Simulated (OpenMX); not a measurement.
HfGe:

```xyz
2
Lattice="3.9335 0.0000 0.0000 -1.9668 3.4065 0.0000 0.0000 0.0000 3.5096" Properties=species:S:1:pos:R:3 pbc="T T T"
Hf    0.0000    0.0000    1.7548
Ge    0.0000    2.2710    1.7548
```

The cell was built by a generator and needn't be a form met in nature.

Base run:

* Program: OpenMX 3.8.5
* Functional: PBE
* Potentials or basis: OpenMX 2013 PBE set, Hf7.0-s3p2d2f1, Ge7.0-s3p2d2, grid cutoff 400 Ry
* k mesh: 7 × 7 × 7
* Occupations: fermi-dirac, width 0.05 eV
* Spin: no spin polarisation

Its results: band gap on the k mesh none (metal or under the smearing width); pressure 39.3 GPa; largest force 0.013 eV/Å.

Question: The run is repeated on the same cell with these changes: dispersion from none to D4. What comes out?

Answer: Band gap on the k mesh none (metal or under the smearing width); pressure 37.4 GPa; largest force 0.013 eV/Å.

Dispersion adds attraction, which lowers the pressure at fixed volume and, as a term added to the energy, leaves the levels alone.

Caveats: a pressure of tens of GPa on the cell as given is suspect, and the run, the potentials or the cell itself is likely at fault; the basis of atomic orbitals isn't converged, which shifts pressures, moduli and gaps; pairwise dispersion overbinds metals, which lowers pressure and volume (some runs).

Not every run made on this cell is shown here.
